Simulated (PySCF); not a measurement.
# CH₇FSi₂: NMR shifts, electronic excitations and K edges in gas and solvents, part 2 of 2

PySCF 2.14.0. Atoms count from 0. Earlier steps stand in the parts before.

## Step 6: Ultraviolet spectrum: CAM-B3LYP/def2-SVPD in cyclohexane

Job settings and geometry (Å):

```
{"job": {"kind": "uv", "xc": "CAM-B3LYP", "basis": "def2-SVPD", "solvent": "cyclohexane", "nstates": 6, "ntriplets": 0}, "charge": 0, "multiplicity": 1}
F     -1.675281     1.201751    -0.582040
C     -1.682308    -0.179531    -0.601251
Si    -0.410848    -0.827201     0.665496
Si     1.629735     0.239979     0.241750
H     -2.702250    -0.539941    -0.379429
H     -1.424543    -0.526152    -1.618101
H     -0.884214    -0.528678     2.051812
H     -0.297873    -2.311679     0.502977
H      2.699908    -0.282683     1.146226
H      1.492783     1.712390     0.450352
H      2.032561    -0.012383    -1.176927
```

Method: TDDFT CAM-B3LYP/def2-SVPD, vertical, IEF-PCM cyclohexane (non-equilibrium linear response), core orbitals frozen in the response.

The log of the run:

```text
coarse grid: 9760 points
cycle   1  E = -720.6764659658  dE = -9.783e-02  |g| = 4.140e-01  |ddm| = 3.420e+00
cycle   2  E = -720.6709456479  dE =  5.520e-03  |g| = 5.093e-01  |ddm| = 7.105e-01
cycle   3  E = -720.7111903232  dE = -4.024e-02  |g| = 3.580e-02  |ddm| = 3.144e-01
cycle   4  E = -720.7114921005  dE = -3.018e-04  |g| = 8.518e-03  |ddm| = 7.174e-02
cycle   5  E = -720.7115164826  dE = -2.438e-05  |g| = 2.043e-03  |ddm| = 2.382e-02
cycle   6  E = -720.7115178863  dE = -1.404e-06  |g| = 4.538e-04  |ddm| = 4.086e-03
final grid: 84272 points
cycle   7  E = -720.8041027208  dE = -9.151e-06  |g| = 2.662e-03  |ddm| = 2.568e-02
cycle   8  E = -720.8041021963  dE =  5.245e-07  |g| = 3.353e-03  |ddm| = 4.959e-03
cycle   9  E = -720.8041040202  dE = -1.824e-06  |g| = 1.480e-04  |ddm| = 2.017e-03
cycle  10  E = -720.8041040247  dE = -4.510e-09  |g| = 9.111e-05  |ddm| = 2.587e-04
cycle  11  E = -720.8041040268  dE = -2.088e-09  |g| = 9.108e-06  |ddm| = 1.180e-04
cycle  12  E = -720.8041040268  dE = -4.115e-11  |g| = 2.735e-06  |ddm| = 2.099e-05
converged SCF energy = -720.8041040268

Static polarisability (au): isotropic 81.980, principal 73.315 78.654 93.972

Singlet excitations
state   eV       nm        f      main configurations
  1   7.1861    172.5   0.05942   H->L 0.78, H->L+2 0.10
  2   7.4847    165.7   0.05540   H->L+3 0.67, H->L+2 0.18
  3   7.6597    161.9   0.24713   H->L+1 0.72, H-1->L 0.10
  4   7.8445    158.1   0.03195   H-1->L 0.65, H->L+1 0.17
  5   7.8476    158.0   0.15426   H->L+2 0.46, H->L+3 0.22, H->L+4 0.12
  6   8.1781    151.6   0.35604   H->L+4 0.56, H->L+2 0.11
```

Run time: 11 s. Hardware: 1 thread, shared host.

Key values: HOMO -9.47 eV, LUMO 0.99 eV; lowest singlet 7.19 eV.

## Step 7: TDDFT and polarisability: CAM-B3LYP/def2-SVPD in dichloromethane

Settings changed since step 6:

```diff
@@ -1,2 +1,2 @@
-{"job": {"kind": "uv", "xc": "CAM-B3LYP", "basis": "def2-SVPD", "solvent": "cyclohexane", "nstates": 6, "ntriplets": 0}, "charge": 0, "multiplicity": 1}
+{"job": {"kind": "uv", "xc": "CAM-B3LYP", "basis": "def2-SVPD", "solvent": "dichloromethane", "nstates": 6, "ntriplets": 0}, "charge": 0, "multiplicity": 1}
 F     -1.675281     1.201751    -0.582040
```

Method: TDDFT CAM-B3LYP/def2-SVPD, vertical, IEF-PCM dichloromethane (non-equilibrium linear response), core orbitals frozen in the response.

The log of the run:

```text
coarse grid: 9760 points
cycle   1  E = -720.6794783137  dE = -1.007e-01  |g| = 4.086e-01  |ddm| = 3.420e+00
cycle   2  E = -720.6752939204  dE =  4.184e-03  |g| = 4.947e-01  |ddm| = 7.073e-01
cycle   3  E = -720.7129600796  dE = -3.767e-02  |g| = 3.522e-02  |ddm| = 3.058e-01
cycle   4  E = -720.7132577936  dE = -2.977e-04  |g| = 8.420e-03  |ddm| = 7.165e-02
cycle   5  E = -720.7132814199  dE = -2.363e-05  |g| = 1.979e-03  |ddm| = 2.457e-02
cycle   6  E = -720.7132826678  dE = -1.248e-06  |g| = 5.059e-04  |ddm| = 3.854e-03
final grid: 84272 points
cycle   7  E = -720.8058665261  dE = -9.168e-06  |g| = 2.644e-03  |ddm| = 2.556e-02
cycle   8  E = -720.8058660427  dE =  4.834e-07  |g| = 3.308e-03  |ddm| = 4.899e-03
cycle   9  E = -720.8058678050  dE = -1.762e-06  |g| = 1.432e-04  |ddm| = 1.982e-03
cycle  10  E = -720.8058678094  dE = -4.479e-09  |g| = 8.836e-05  |ddm| = 2.602e-04
cycle  11  E = -720.8058678115  dE = -2.013e-09  |g| = 9.378e-06  |ddm| = 1.199e-04
cycle  12  E = -720.8058678115  dE = -5.264e-11  |g| = 3.001e-06  |ddm| = 2.369e-05
converged SCF energy = -720.8058678115

Static polarisability (au): isotropic 94.500, principal 86.282 90.994 106.224

Singlet excitations
state   eV       nm        f      main configurations
  1   7.1818    172.6   0.05849   H->L 0.79, H->L+2 0.09
  2   7.4865    165.6   0.06123   H->L+3 0.68, H->L+2 0.14
  3   7.6402    162.3   0.23649   H->L+1 0.69, H-1->L 0.10
  4   7.8361    158.2   0.02726   H-1->L 0.61, H->L+1 0.12
  5   7.8638    157.7   0.18025   H->L+2 0.47, H->L+3 0.15, H->L+4 0.09
  6   8.1849    151.5   0.26348   H->L+4 0.68, H->L+2 0.09
```

Run time: 10 s. Hardware: 1 thread, shared host.

Key values: HOMO -9.40 eV, LUMO 1.07 eV; lowest singlet 7.18 eV.

## Step 8: Core excitations: BHandHLYP/def2-SVPD+aug-pcX-1+pcseg-1

Settings changed since step 7:

```diff
@@ -1,2 +1,2 @@
-{"job": {"kind": "uv", "xc": "CAM-B3LYP", "basis": "def2-SVPD", "solvent": "dichloromethane", "nstates": 6, "ntriplets": 0}, "charge": 0, "multiplicity": 1}
+{"job": {"kind": "xas", "xc": "BHandHLYP", "basis": {"default": "aug-pcX-1", "H": "pcseg-1", "Si": "def2-SVPD"}}, "charge": 0, "multiplicity": 1}
 F     -1.675281     1.201751    -0.582040
```

With the program's defaults for keys left out, this is: core-valence-separated TDA BHandHLYP/aug-pcX-1 H:pcseg-1 Si:def2-SVPD, K edges, non-relativistic, gas phase.

The log of the run:

```text
coarse grid: 9760 points
cycle   1  E = -720.7666462339  dE = -1.190e-01  |g| = 4.271e-01  |ddm| = 2.869e+00
cycle   2  E = -720.7700190211  dE = -3.373e-03  |g| = 4.818e-01  |ddm| = 5.420e-01
cycle   3  E = -720.8030340955  dE = -3.302e-02  |g| = 3.436e-02  |ddm| = 2.363e-01
cycle   4  E = -720.8033033239  dE = -2.692e-04  |g| = 7.886e-03  |ddm| = 4.726e-02
cycle   5  E = -720.8033227931  dE = -1.947e-05  |g| = 1.973e-03  |ddm| = 1.623e-02
cycle   6  E = -720.8033240469  dE = -1.254e-06  |g| = 4.053e-04  |ddm| = 2.812e-03
final grid: 84272 points
cycle   7  E = -720.8566315562  dE = -2.977e-05  |g| = 2.301e-03  |ddm| = 1.204e-02
cycle   8  E = -720.8566314779  dE =  7.824e-08  |g| = 2.292e-03  |ddm| = 2.627e-03
cycle   9  E = -720.8566322550  dE = -7.770e-07  |g| = 2.366e-04  |ddm| = 1.170e-03
cycle  10  E = -720.8566322623  dE = -7.352e-09  |g| = 7.687e-05  |ddm| = 1.971e-04
cycle  11  E = -720.8566322637  dE = -1.354e-09  |g| = 1.007e-05  |ddm| = 7.680e-05
cycle  12  E = -720.8566322637  dE = -4.275e-11  |g| = 3.218e-06  |ddm| = 2.103e-05
converged SCF energy = -720.8566322637

C K edge
   eV          f      from atoms
  286.077   0.04774   C1
  287.333   0.00064   C1
  287.742   0.04152   C1
  287.910   0.03898   C1
  288.583   0.00027   C1
  288.953   0.00090   C1
  289.121   0.00140   C1
  289.540   0.00133   C1

F K edge
   eV          f      from atoms
  684.712   0.02876   F0
  686.303   0.00578   F0
  687.361   0.00171   F0
  687.405   0.00212   F0
  687.519   0.00225   F0
  687.586   0.00198   F0
  687.804   0.00258   F0
  687.883   0.00758   F0
```

Wall time 4.8 s (1 thread, shared host).

## Step 9: Comparing the runs: NMR shifts

Shifts (ppm), means over like atoms, with basis size and wall time:

```csv
run,C1,H4,H6,H8,F0,Si2,Si3,functions,time
PBE0/pcSseg-1 in cyclohexane,74.9,4.87,3.94,3.58,-288.2,-69.7,-108.5,117,6.9 s
PBE0/pcSseg-1 in dichloromethane,76.1,5.00,3.93,3.54,-290.0,-69.2,-108.5,117,5.5 s
```

The continuum's effect on the ground state:

```csv
solvent,ε,polarisation energy (Eh),μ (D)
cyclohexane,2.02,-0.0015,1.80
dichloromethane,8.93,-0.0036,2.04
```

## Step 10: Comparing the runs: electronic excitations

Excitations and ground-state properties, with basis size and wall time:

```csv
run,lowest singlet (eV),brightest (eV),f,gap (eV),α (Å³),μ (D),functions,time
CAM-B3LYP/def2-SVPD,7.21,8.23,0.176,10.45,10.83,1.61,147,12 s
CAM-B3LYP/def2-SVPD in cyclohexane,7.19,8.18,0.356,10.46,12.15,1.80,147,11 s
CAM-B3LYP/def2-SVPD in dichloromethane,7.18,8.18,0.263,10.47,14.00,2.08,147,10 s
```

The continuum's effect on the ground state:

```csv
solvent,ε,polarisation energy (Eh),μ (D)
cyclohexane,2.02,-0.0016,1.80
dichloromethane,8.93,-0.0037,2.08
```

## Step 11: Outcome

This closing draws on all 2 parts.

| quantity | value |
| --- | --- |
| point group | C1 |
| rotational constants (main isotopes) | 6.20, 2.40, 1.89 GHz |
| ¹³C shifts against TMS (PBE0/pcSseg-1, cyclohexane) | 74.9 ppm |
| ¹H shifts against TMS (PBE0/pcSseg-1, cyclohexane, means over atoms taken as alike) | 4.87, 3.94, 3.58 ppm |
| ¹⁹F shifts against CFCl3 (PBE0/pcSseg-1, cyclohexane) | -288.2 ppm |
| ²⁹Si shifts against TMS (PBE0/pcSseg-1, cyclohexane) | -69.7, -108.5 ppm |
| lowest singlet (CAM-B3LYP/def2-SVPD) | 7.21 eV (172 nm), f = 0.040 |
| brightest single state of those computed | state 6, 8.23 eV, f = 0.176 |
| C K edge | first line 286.08 eV, strongest 286.08 eV (f = 0.048) |
| F K edge | first line 684.71 eV, strongest 684.71 eV (f = 0.029) |
| range of the shift of F0 | -290.0 to -288.2 ppm |
| range of the lowest singlet | 7.18 to 7.21 eV |

Relaxing lowered the energy by 0.123 eV in 4 steps; the close pair that moved most is Si3–H9, from 1.464 to 1.493 Å. No frequency check was run at this level, so the end point may be a saddle. H4, H5 (mean) (hydrogen on an sp3 CH2 bonded to F and Si) lies farthest downfield among hydrogen, at 4.87 ppm; its carbon carries F, an electronegative neighbour. At PBE0/pcSseg-1: Shielding is most anisotropic at C1 (span 126 ppm, paramagnetic term -137 ppm). The lowest singlet, at 7.21 eV, is HOMO→LUMO 0.75, HOMO→LUMO+2 0.11 and is weak; of the 6 states computed, the strongest absorption comes from state 6 at 8.23 eV (the last computed, so partners may be missing). At the C edge the strongest single line lifts a 1s electron of C1 into several orbitals, led by LUMO+1 (weight 0.24), and it is the first line. At the F edge the strongest single line lifts a 1s electron of F0 into several orbitals, led by LUMO+1 (weight 0.28), and it is the first line. Absolute edge energies from this method are off by several eV; spacings are better. Across the 2 runs the shift of F0 moves most, between -290.0 (PBE0/pcSseg-1 in dichloromethane) and -288.2 ppm (PBE0/pcSseg-1 in cyclohexane). The continuum holds electrostatics alone: no hydrogen bonds to the solvent, and the gas-phase geometry is kept. The lowest singlet runs from 7.18 eV (CAM-B3LYP/def2-SVPD in dichloromethane) to 7.21 eV (CAM-B3LYP/def2-SVPD), while the orbital gap spans 10.45 to 10.47 eV. The lowest state need not be the same one in every run.
